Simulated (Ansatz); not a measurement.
# TaCu: one candidate of a structure search, part 2 of 2

Aim: relax a trial structure of TaCu and see where it ends.

Ansatz 0.2.0; DFT PBE, scalar-relativistic, plane waves, PAW. The steps go on from the part before.

## (4) Full relaxation

The end of the coarse run is made exact in the group found at a tolerance of 0.06 Å and reduced to its primitive cell.

File input.yaml:

```yaml
crystal:
  lattice:
    - [0.0, 2.7849169951, 2.7849169951]
    - [2.7849169951, 0.0, 2.7849169951]
    - [2.7849169951, 2.7849169951, 0.0]
  atoms:
    - { symbol: Ta, position: [0.0, 0.0, 0.0] }
    - { symbol: Cu, position: [0.25, 0.25, 0.25] }
basis:
  ecutwfc: 420
kpoints:
  mp_grid: { grid: [18, 18, 18] }
hamiltonian:
  xc: pbe
scf:
  occupations: { method: gaussian, width: 0.1 }
output:
  forces: true
  stress: true
  eigenvalues: true
  write_density: true
  write_potential: true
  elf: true
  volumetric_format: npy
relax:
  adjacent_minimum: "off"
  f_tol: 0.01
  max_steps: 80
  cell: { stress_tol: 0.05 }
```

Launch:

```bash
ansatz run input.yaml --threads 1 --pin off --max-ram 2048MiB --backend cpu --events-out ev --progress --plain --runs-dir out
```

The log of the run:

```text
Warning: RAYON_NUM_THREADS=1 ignored (pool sized by the plan → 1); use --threads N
Engine: ansatz 0.2.0, aarch64-unknown-linux-gnu
Pseudopotentials: kind: paw
Pseudopotential: Ta, paw, valence charge 13, recommended cutoff 420 eV (normal), Ta.paw.azcp
Pseudopotential: Cu, paw, valence charge 19, recommended cutoff 420 eV (normal), Cu.paw.azcp
Functional definition: PBE
  parameter kappa = 0.804
  parameter beta = 0.06672455060314922
  exchange = pbe_x(kappa = kappa, mu = beta*pi^2/3)
  correlation = pbe_c(beta = beta)
Crystal: 2 atoms, lattice volume = 43.198 Å³
Basis set: ecut = 420 eV, 869 PW (Γ), exchange–correlation on 54×54×54 points (8 copies of the dense FFT grid, shifted against one another)
Bands: 20, of which v1, the nominal top of the filled ones, is band 16 counted from 1 (15 counted from 0)
Symmetry: 24 space group operations
Space group: F-43m (ITA 216), of the structure as read, at distance tolerance 3.5e-5 Å
k-points: 195 of 5832 (time reversal used)
Non-local potential: Ta, projectors of the file, l = 0: 3, l = 1: 2, l = 2: 2, l = 3: 1
Non-local potential: Cu, projectors of the file, l = 0: 3, l = 1: 2, l = 2: 3, l = 3: 1
PAW form: soft (Blöchl's): semilocal exchange-correlation on the pseudo side does not see the compensation charge
PAW one-centre angular grid: Ta, 590 points (default); XC on 64 Gauss nodes
PAW one-centre angular grid: Cu, 590 points (default); XC on 64 Gauss nodes
Initial density: superposition of atomic densities (neutral atoms: chi_scale 0, normalization atom), corrected by the library's trained network
Initial wavefunctions: pseudopotential atomic-orbital guess
Functional: x = pbe(κ = 0.804, μ = 0.2195149727645171), c = pbe(β = 0.06672455060314922)
SCF iter   1: F=—  HF=-16553.974375 eV  |F-HF|=—  |Δ(HF+E_count)|=         —  Δρ=6.17e-3  dr2=2.76e-2  ethr=1.77e-3  ⟨swp⟩=5.8  Hψ=16807  notcnv=0
preconditioner: auto → Kerker (q_TF=auto, 2.595 Å⁻¹)  [metal: Δε(μ)=0.005 eV  Ē_g=5.414 eV  σ=0.100 eV  W_gap=0.03  n_scr=14 (ndim 8)  ℏωp=22.6 eV  f_vac=0.000  D(μ)=3.21/eV (n_scr^D=26)]
SCF iter   2: F=—  HF=-16553.970213 eV  |F-HF|=—  |Δ(HF+E_count)|=   4.16e-3  Δρ=3.84e-3  dr2=1.11e-2  ethr=8.62e-5  ⟨swp⟩=1.0  Hψ=5460  notcnv=0
SCF iter   3: F=—  HF=-16553.967319 eV  |F-HF|=—  |Δ(HF+E_count)|=   2.89e-3  Δρ=2.09e-3  dr2=1.59e-3  ethr=3.46e-5  ⟨swp⟩=2.4  Hψ=5751  notcnv=0
SCF iter   4: F=—  HF=-16553.966980 eV  |F-HF|=—  |Δ(HF+E_count)|=   3.39e-4  Δρ=5.15e-4  dr2=1.78e-4  ethr=4.97e-6  ⟨swp⟩=2.0  Hψ=4935  notcnv=0
SCF iter   5: F=—  HF=-16553.966964 eV  |F-HF|=—  |Δ(HF+E_count)|=   1.60e-5  Δρ=1.77e-4  dr2=1.14e-5  ethr=5.55e-7  ⟨swp⟩=2.1  Hψ=5067  notcnv=0
SCF iter   6: F=—  HF=-16553.966968 eV  |F-HF|=—  |Δ(HF+E_count)|=   4.20e-6  Δρ=3.95e-5  dr2=5.13e-7  ethr=3.57e-8  ⟨swp⟩=2.1  Hψ=5464  notcnv=0
SCF iter   7: F=-16553.966969 eV  HF=-16553.966969 eV  |F-HF|=3.44e-8  |Δ(HF+E_count)|=   5.09e-7  Δρ=9.76e-6  dr2=2.88e-8  ethr=3.13e-10  ⟨swp⟩=9.6  Hψ=27367  notcnv=0
SCF 1 converged in 7 iterations: F = -16553.966969 eV  dr2 = 2.88e-8
relax step   1: F+E_penalty+E_count = -16553.96696869 eV  Δ(F+E_penalty+E_count) = +0.000e0 eV  max|allowed force component| = 1.850e-16 eV/Å  Δτ_max = 0.0000 Å  P = +0.372 GPa  Ω = 43.198 Å³  (7 SCF iters, dr2 threshold 1.00e-7 eV, accepted)
Crystal: 2 atoms, lattice volume = 43.362 Å³
Initial density: handed on by an earlier stage of this run
Initial wavefunctions: those handed on with the density
iter 1 solved again at ethr=3.10e-6 eV; its pass at ethr=3.10e-3 eV (dr2=9.93e-4 eV) is discarded
SCF iter   1: F=—  HF=-16553.967249 eV  |F-HF|=—  |Δ(HF+E_count)|=         —  Δρ=1.63e-3  dr2=9.71e-4  ethr=3.10e-6  ⟨swp⟩=1.0  Hψ=16559  notcnv=0
preconditioner: auto → Kerker (q_TF=auto, 2.594 Å⁻¹)  [metal: Δε(μ)=0.009 eV  Ē_g=5.448 eV  σ=0.100 eV  W_gap=0.05  n_scr=14 (ndim 8)  ℏωp=22.6 eV  f_vac=0.000  D(μ)=3.17/eV (n_scr^D=26)]
SCF iter   2: F=—  HF=-16553.967135 eV  |F-HF|=—  |Δ(HF+E_count)|=   1.14e-4  Δρ=2.79e-4  dr2=5.50e-5  ethr=3.04e-6  ⟨swp⟩=2.0  Hψ=4362  notcnv=0
SCF iter   3: F=—  HF=-16553.967113 eV  |F-HF|=—  |Δ(HF+E_count)|=   2.18e-5  Δρ=2.32e-4  dr2=3.11e-5  ethr=1.72e-7  ⟨swp⟩=2.0  Hψ=5127  notcnv=0
SCF iter   4: F=—  HF=-16553.967109 eV  |F-HF|=—  |Δ(HF+E_count)|=   3.65e-6  Δρ=4.93e-5  dr2=5.49e-7  ethr=9.71e-8  ⟨swp⟩=2.2  Hψ=4745  notcnv=0
iter 5 did not close the SCF: its close was put off for the readings that it lacked (scf_convergence_deferred on its scf_iter line)
SCF iter   5: F=-16553.967110 eV  HF=-16553.967110 eV  |F-HF|=3.12e-8  |Δ(HF+E_count)|=   6.82e-7  Δρ=1.25e-5  dr2=6.01e-8  ethr=1.71e-9  ⟨swp⟩=2.0  Hψ=6983  notcnv=0
SCF iter   6: F=-16553.967110 eV  HF=-16553.967110 eV  |F-HF|=9.31e-10  |Δ(HF+E_count)|=   8.18e-9  Δρ=2.18e-6  dr2=3.59e-9  ethr=1.88e-10  ⟨swp⟩=6.2  Hψ=22863  notcnv=0
SCF 2 converged in 6 iterations: F = -16553.967110 eV  dr2 = 3.59e-9
relax step   2: F+E_penalty+E_count = -16553.96711018 eV  Δ(F+E_penalty+E_count) = -1.415e-4 eV  max|allowed force component| = 2.313e-17 eV/Å  Δτ_max = 0.0000 Å  P = -0.003 GPa  Ω = 43.362 Å³  energy of the carried Pulay correction = -4.581e-5 eV  (6 SCF iters, dr2 threshold 2.00e-7 eV, accepted)
Initial wavefunctions: pseudopotential atomic-orbital guess (no wavefunctions were taken with the density)
iter 1 solved again at ethr=1.12e-7 eV; its pass at ethr=3.10e-3 eV (dr2=3.57e-5 eV) is discarded
SCF iter   1: F=—  HF=-16553.966814 eV  |F-HF|=—  |Δ(HF+E_count)|=         —  Δρ=3.12e-4  dr2=8.91e-7  ethr=1.12e-7  ⟨swp⟩=3.0  Hψ=27370  notcnv=0
preconditioner: auto → Kerker (q_TF=auto, 2.594 Å⁻¹)  [metal: Δε(μ)=0.003 eV  Ē_g=5.434 eV  σ=0.100 eV  W_gap=0.02  n_scr=14 (ndim 8)  ℏωp=22.6 eV  f_vac=0.000  D(μ)=3.18/eV (n_scr^D=26)]
SCF iter   2: F=—  HF=-16553.967067 eV  |F-HF|=—  |Δ(HF+E_count)|=   2.52e-4  Δρ=1.58e-4  dr2=2.27e-7  ethr=2.78e-9  ⟨swp⟩=2.0  Hψ=4700  notcnv=0
SCF iter   3: F=—  HF=-16553.967154 eV  |F-HF|=—  |Δ(HF+E_count)|=   8.73e-5  Δρ=1.55e-6  dr2=3.96e-10  ethr=7.10e-10  ⟨swp⟩=1.1  Hψ=3917  notcnv=0
SCF iter   4: F=—  HF=-16553.967154 eV  |F-HF|=—  |Δ(HF+E_count)|=   4.89e-9  Δρ=7.07e-7  dr2=9.13e-11  ethr=1.24e-12  ⟨swp⟩=2.1  Hψ=6932  notcnv=0
iter 5 did not close the SCF: its close was put off for the readings that it lacked (scf_convergence_deferred on its scf_iter line)
SCF iter   5: F=-16553.967154 eV  HF=-16553.967154 eV  |F-HF|=1.09e-11  |Δ(HF+E_count)|=  1.46e-11  Δρ=1.56e-7  dr2=1.63e-11  ethr=1.00e-12  ⟨swp⟩=2.0  Hψ=4848  notcnv=0
SCF iter   6: F=-16553.967154 eV  HF=-16553.967154 eV  |F-HF|=0.00e0  |Δ(HF+E_count)|=  7.28e-12  Δρ=3.90e-8  dr2=8.33e-13  ethr=1.00e-12  ⟨swp⟩=4.1  Hψ=16300  notcnv=0
SCF 3 converged in 6 iterations: F = -16553.967154 eV  dr2 = 8.33e-13
relax step   3: F+E_penalty+E_count = -16553.96715405 eV  Δ(F+E_penalty+E_count) = -4.387e-5 eV  max|allowed force component| = 3.932e-17 eV/Å  Δτ_max = 0.0000 Å  P = -0.003 GPa  Ω = 43.362 Å³  stress off target by 2.69e-3 GPa  SCF on the basis re-selected at this cell (its energy is not comparable with the rows above)  (6 SCF iters)
basis re-selected at this cell: Δ(F+E_penalty+E_count) = -4.387e-5 eV, ΔP = +0.000 GPa vs the last step (what re-selecting the basis moved, of the pressure what is left beyond the Pulay correction that the steps carried, after the strain that the cell walked since its last selection, with what the two solves' SCF thresholds leave and, on support functions, any second-order correction that the steps lacked; it is no measure of the basis error at this ecutwfc). This SCF's stress stands 2.69e-3 GPa from its target on what of the cell is left free (relax.cell.stress_tol is 5.00e-2 GPa) and its largest allowed force component is 3.93e-17 eV/Å (relax.f_tol is 1.00e-2 eV/Å): within both
SCF converged after 6 iterations
Free energy (F): -16553.967154 eV
Harris-Foulkes:  -16553.967154 eV  (|F-HF|=0.00e0)
Internal energy: -16553.951268 eV  (E = F + TS)
E sigma→0 (E₀):  -16553.959211 eV
Entropy (-TS):   -0.015886 eV (-7.943 meV/atom)
Fermi energy:    11.423535 eV
--- Per-component energies (eV) ---
  E_band       = -689.577018
  E_kinetic    = 661.093186
  E_local      = -6327.372309  (includes V_loc(G=0)·N_el)
  E_nonlocal   = 392.269777
  E_hartree    = 2723.086991
  E_xc         = -305.882813
  E_vxc        = -316.735516  (∫ρ·V_xc dr)
  E_paw        = -10048.551786  (= ΣΔE_a)
  E_vpaw       = -545.006525  (= ΣTr[D̂ρ^β])
  E_aug_tail   = 0.000406  (compensation charges beyond the density's cutoff)
  E_ewald      = -3648.594720
  E_smearing   = -0.015886  (= −TS)
  E_closure    = -0.000000  (closes the sum)
  Σ components = -16553.967154   (vs F -16553.967154, Δ=0.00e0)
--- Forces (eV/Å), atoms counted from 1 ---
  atom   1  Ta     0.00000000    -0.00000000    -0.00000000
  atom   2  Cu    -0.00000000    -0.00000000    -0.00000000
  max |Σ_I F_I| component: 1.34e-16 eV/Å
--- Stress (GPa, compression-positive) ---
       -0.002686      -0.000000      -0.000000
       -0.000000      -0.002686      -0.000000
       -0.000000      -0.000000      -0.002686
  P = ⅓ Tr σ = -0.0027 GPa (-0.027 kbar)
--- Band table (eV; the first three rows and the last of 195) ---
  k-point 0: bands = ["-102.4606", "-59.8021", "-59.8021", "-59.8021", "-56.9753", "-23.4329", "-23.4329", "-23.4329", "4.5125", "7.2019", "7.2019", "7.3300", "7.3300", "7.3300", "10.9281", "10.9281", "10.9281", "13.2659", "13.2659", "20.2571"]
  k-point 1: bands = ["-102.4606", "-59.8022", "-59.8021", "-59.8021", "-56.9752", "-23.4343", "-23.4330", "-23.4330", "4.5657", "7.1858", "7.1858", "7.3276", "7.3483", "7.3483", "10.8810", "10.9494", "10.9494", "13.2496", "13.2496", "20.3469"]
  k-point 2: bands = ["-102.4606", "-59.8024", "-59.8021", "-59.8021", "-56.9747", "-23.4384", "-23.4336", "-23.4336", "4.7230", "7.1566", "7.1566", "7.3212", "7.3833", "7.3833", "10.7497", "11.0096", "11.0096", "13.2087", "13.2087", "20.4112"]
  k-point 194: bands = ["-102.4606", "-59.8056", "-59.8024", "-59.8023", "-56.9691", "-23.4687", "-23.4605", "-23.4485", "6.9012", "6.9099", "7.2243", "7.4783", "7.5389", "8.5883", "9.9329", "10.8794", "11.8663", "13.7715", "13.8397", "13.9496"]
--- Relaxed structure (2 steps of the walk, 2 accepted, 1 SCFs on fresh bases) ---
  F+E_penalty+E_count = -16553.96715405 eV   max|allowed force component| = 3.932e-17 eV/Å   (the final SCF, on the basis selected at the relaxed cell)
  cell:  # Å, volume = 43.3617 Å³
    - [-3.8215290246716924e-34, 2.7884240556573356, 2.7884240556573356]
    - [2.7884240556573356, 9.171669659212062e-34, 2.7884240556573356]
    - [2.7884240556573356, 2.7884240556573356, 1.0955049870725517e-33]
  atoms:
    - { symbol: Ta, position: [-2.989544991851735e-34, 3.003952437595598e-34, 3.4505832556553763e-34] }
    - { symbol: Cu, position: [0.25, 0.25, 0.25] }
```

Run time: 44 s. Hardware: 1 thread of Arm Neoverse V2, shared host; peak memory 0.48 GiB.

Step by step:

| step | energy from step 1 (eV/cell) | largest force component (eV/Å) | pressure (GPa) | volume (Å³) |
| --- | --- | --- | --- | --- |
| 1 | 0.0000 | 0.0000 | 0.37 | 43.20 |
| 2 | -0.0001 | 0.0000 | 0.00 | 43.36 |
| 3 | -0.0002 | 0.0000 | 0.00 | 43.36 |

Step 1 is the start. Step 3 repeats the geometry before it on a plane-wave basis chosen anew for that cell, so its energy need not be comparable with the rows above.

Lengths and angles in the start's conventional setting:

|  | before | after | change |
| --- | --- | --- | --- |
| a (Å) | 5.570 | 5.577 | +0.1 % |
| b (Å) | 5.570 | 5.577 | +0.1 % |
| c (Å) | 5.570 | 5.577 | +0.1 % |
| volume (Å³/atom) | 21.60 | 21.68 | +0.4 % |
| shortest distance (Å) | 2.412 | 2.415 | +0.1 % |
| space group (0.01 Å) | F-43m | F-43m | same |

Forces and stress were held to the start's 24 operations: a distortion of lower symmetry was not tested.

Axes a, b and c in the maps are those of this run's conventional cell (a, b, c = 5.577, 5.577, 5.577 Å).

Density in a lattice plane of the grid's cell (edges 5.58 and 5.58 Å, at 0.000 of the third edge), which holds Ta.

Ten even steps from '0' (0.04 e/Å³) to '9' (4.30 e/Å³):
```
998410000000000000001489
875200000000000000000257
321000000000000000000012
000000000000000000000000
000000000000000000000000
000000000000000000000000
000000000012321000000000
000000000257875200000000
000000001489998410000000
000000001599799510000000
000000001489998410000000
000000000257875200000000
000000000012321000000000
000000000000000000000000
000000000000000000000000
000000000000000000000000
321000000000000000000012
875200000000000000000257
998410000000000000001489
799510000000000000001599
```
Columns run along the first of these edges and rows up along the second, over one cell in 24 and 20 even steps from the bottom left corner. Atoms in the plane (fractional): Ta at (0.00, 0.00), Ta at (0.50, 0.50).

ELF in the same plane.

Values, 12 rows by 12 columns:
```
0.60 0.69 0.25 0.23 0.26 0.18 0.13 0.18 0.26 0.23 0.25 0.69
0.33 0.25 0.28 0.41 0.37 0.26 0.18 0.26 0.37 0.41 0.28 0.25
0.12 0.23 0.41 0.45 0.41 0.23 0.12 0.23 0.41 0.45 0.41 0.23
0.18 0.26 0.37 0.41 0.28 0.25 0.33 0.25 0.28 0.41 0.37 0.26
0.13 0.18 0.26 0.23 0.25 0.69 0.60 0.69 0.25 0.23 0.26 0.18
0.10 0.13 0.18 0.12 0.33 0.60 0.00 0.60 0.33 0.12 0.18 0.13
0.13 0.18 0.26 0.23 0.25 0.69 0.60 0.69 0.25 0.23 0.26 0.18
0.18 0.26 0.37 0.41 0.28 0.25 0.33 0.25 0.28 0.41 0.37 0.26
0.12 0.23 0.41 0.45 0.41 0.23 0.12 0.23 0.41 0.45 0.41 0.23
0.33 0.25 0.28 0.41 0.37 0.26 0.18 0.26 0.37 0.41 0.28 0.25
0.60 0.69 0.25 0.23 0.26 0.18 0.13 0.18 0.26 0.23 0.25 0.69
0.00 0.60 0.33 0.12 0.18 0.13 0.10 0.13 0.18 0.12 0.33 0.60
```
Columns run along the first of these edges and rows up along the second, over one cell in 12 and 12 even steps from the bottom left corner. Atoms in the plane (fractional): Ta at (0.00, 0.00), Ta at (0.50, 0.50).

Both are smooth fields of the valence electrons: close to the nuclei they are not physical.

The highest ELF values outside the cores: 0.45 beside Cu, off the lines to its neighbours, 1.4 Å from Cu.

## (5) Variant: dispersion d4, occupations.width 0.001

File input.yaml:

```yaml
crystal:
  lattice:
    - [0.0, 2.7884240557, 2.7884240557]
    - [2.7884240557, 0.0, 2.7884240557]
    - [2.7884240557, 2.7884240557, 0.0]
  atoms:
    - { symbol: Ta, position: [0.0, 0.0, 0.0] }
    - { symbol: Cu, position: [0.25, 0.25, 0.25] }
basis:
  ecutwfc: 420
kpoints:
  mp_grid: { grid: [18, 18, 18] }
hamiltonian:
  xc: pbe
  dispersion: d4
scf:
  occupations: { method: gaussian, width: 0.001 }
output:
  forces: true
  eigenvalues: true
  stress: true
```

Launch:

```bash
ansatz run input.yaml --threads 1 --pin off --max-ram 2048MiB --backend cpu --events-out ev --progress --plain --runs-dir out
```

The log of the run:

```text
Warning: RAYON_NUM_THREADS=1 ignored (pool sized by the plan → 1); use --threads N
[... 9 set-up lines as earlier in the session ...]
Crystal: 2 atoms, lattice volume = 43.362 Å³
Basis set: ecut = 420 eV, 869 PW (Γ), exchange–correlation on 54×54×54 points (8 copies of the dense FFT grid, shifted against one another)
Bands: 20, of which v1, the nominal top of the filled ones, is band 16 counted from 1 (15 counted from 0)
[... 2 set-up lines as earlier in the session ...]
k-points: 195 of 5832 (time reversal used)
[... 8 set-up lines as earlier in the session ...]
SCF iter   1: F=—  HF=-16554.529702 eV  |F-HF|=—  |Δ(HF+E_count)|=         —  Δρ=6.21e-3  dr2=2.81e-2  ethr=1.77e-3  ⟨swp⟩=6.0  Hψ=17409  notcnv=0
preconditioner: auto → none  [insulator: Δε(μ)=0.004 eV  Ē_g=5.394 eV  σ=0.001 eV  W_gap=0.75  n_scr=14 (ndim 8)  ℏωp=22.6 eV  f_vac=0.000  D(μ)=3.70/eV (n_scr^D=58)  ε∞_Penn≈18.5]
SCF iter   2: F=—  HF=-16554.522342 eV  |F-HF|=—  |Δ(HF+E_count)|=   7.36e-3  Δρ=2.83e-3  dr2=3.00e-3  ethr=8.79e-5  ⟨swp⟩=2.9  Hψ=8113  notcnv=0  defer=48
SCF iter   3: F=—  HF=-16554.521904 eV  |F-HF|=—  |Δ(HF+E_count)|=   4.38e-4  Δρ=1.06e-3  dr2=2.64e-4  ethr=9.36e-6  ⟨swp⟩=2.0  Hψ=6076  notcnv=0  defer=48
SCF iter   4: F=—  HF=-16554.521848 eV  |F-HF|=—  |Δ(HF+E_count)|=   5.58e-5  Δρ=2.64e-4  dr2=1.09e-5  ethr=8.25e-7  ⟨swp⟩=2.0  Hψ=6075  notcnv=0  defer=48
SCF iter   5: F=—  HF=-16554.521854 eV  |F-HF|=—  |Δ(HF+E_count)|=   5.76e-6  Δρ=5.26e-5  dr2=6.75e-7  ethr=3.41e-8  ⟨swp⟩=2.2  Hψ=6549  notcnv=0  defer=48
SCF iter   6: F=-16554.521854 eV  HF=-16554.521854 eV  |F-HF|=7.71e-10  |Δ(HF+E_count)|=   1.10e-7  Δρ=4.48e-6  dr2=5.28e-9  ethr=3.13e-10  ⟨swp⟩=6.6  Hψ=16913  notcnv=0
SCF 1 converged in 6 iterations: F = -16554.521854 eV  dr2 = 5.28e-9
SCF converged after 6 iterations
Free energy (F): -16554.521854 eV
Harris-Foulkes:  -16554.521854 eV  (|F-HF|=7.71e-10)
Internal energy: -16554.521849 eV  (E = F + TS)
E sigma→0 (E₀):  -16554.521852 eV
Entropy (-TS):   -0.000005 eV (-0.002 meV/atom)
Fermi energy:    11.425228 eV
--- Per-component energies (eV) ---
  E_band       = -689.490934
  E_kinetic    = 661.114621
  E_local      = -6327.488818  (includes V_loc(G=0)·N_el)
  E_nonlocal   = 392.268667
  E_hartree    = 2723.178261
  E_xc         = -305.889280
  E_vxc        = -316.744231  (∫ρ·V_xc dr)
  E_paw        = -10048.547978  (= ΣΔE_a)
  E_vpaw       = -544.998848  (= ΣTr[D̂ρ^β])
  E_aug_tail   = 0.000406  (compensation charges beyond the density's cutoff)
  E_ewald      = -3648.594719
  E_disp       = -0.563010  (pairwise vdW)
  E_smearing   = -0.000005  (= −TS)
  E_closure    = -0.000000  (closes the sum)
  Σ components = -16554.521854   (vs F -16554.521854, Δ=0.00e0)
--- Forces (eV/Å), atoms counted from 1 ---
  atom   1  Ta     0.00000000    -0.00000000    -0.00000000
  atom   2  Cu    -0.00000000    -0.00000000    -0.00000000
  max |Σ_I F_I| component: 9.25e-17 eV/Å
--- Stress (GPa, compression-positive) ---
       -2.080354       0.000000      -0.000000
        0.000000      -2.080354      -0.000000
       -0.000000      -0.000000      -2.080354
  P = ⅓ Tr σ = -2.0804 GPa (-20.804 kbar)
--- Band table (eV; the first three rows and the last of 195) ---
  k-point 0: bands = ["-102.4588", "-59.8003", "-59.8003", "-59.8003", "-56.9689", "-23.4270", "-23.4270", "-23.4270", "4.5135", "7.2038", "7.2038", "7.3320", "7.3320", "7.3320", "10.9309", "10.9309", "10.9309", "13.2694", "13.2694", "20.2575"]
  k-point 1: bands = ["-102.4588", "-59.8004", "-59.8003", "-59.8003", "-56.9688", "-23.4284", "-23.4272", "-23.4272", "4.5667", "7.1877", "7.1877", "7.3296", "7.3502", "7.3502", "10.8838", "10.9522", "10.9522", "13.2531", "13.2531", "20.3473"]
  k-point 2: bands = ["-102.4588", "-59.8006", "-59.8003", "-59.8003", "-56.9684", "-23.4326", "-23.4277", "-23.4277", "4.7240", "7.1585", "7.1585", "7.3232", "7.3853", "7.3853", "10.7523", "11.0124", "11.0124", "13.2122", "13.2122", "20.4125"]
  k-point 194: bands = ["-102.4589", "-59.8037", "-59.8006", "-59.8005", "-56.9627", "-23.4628", "-23.4546", "-23.4426", "6.9031", "6.9118", "7.2263", "7.4802", "7.5408", "8.5906", "9.9348", "10.8813", "11.8679", "13.7749", "13.8433", "13.9518"]
```

It took 12 s on 1 thread of Arm Neoverse V2, shared host; peak memory 0.45 GiB.

```tsv
run	ending	energy change	pressure (GPa)	gap (eV)	force (eV/Å)	cycles	time
step 4	converged	0	0.0	0.00	0.00	-	44 s
variant	converged	-281.3 meV/atom (σ→0) (offset of the dispersion model)	-2.1	0.00	0.00	6	12 s
```

Changing the dispersion term and smearing moves the energy by -281.3 meV/atom (σ→0 values), and the pressure goes from 0.0 to -2.1 GPa.

## (6) Outcome

The summary covers parts 1 to 2. Changes of volume or cell count from the first structure of part 1.

| quantity | value |
| --- | --- |
| symmetry at the end (tolerance 0.05 Å) | space group F-43m (No. 216) |
| conventional cell | a = 5.577 Å, b = 5.577 Å, c = 5.577 Å, α = 90.00°, β = 90.00°, γ = 90.00° |
| volume | 21.68 Å³/atom |
| energy over the elements | +1.73 eV/atom |
| gap on the mesh | none (metal) |

**Reading.** The space group F-43m (No. 216) is kept, and the volume per atom grows by 13.5 % from the first guess. The formation energy is positive, so the separate elements lie lower. No finished test with a distortion of lower symmetry is shown, so the end may be a saddle point. Spin-orbit coupling is left out for Ta.
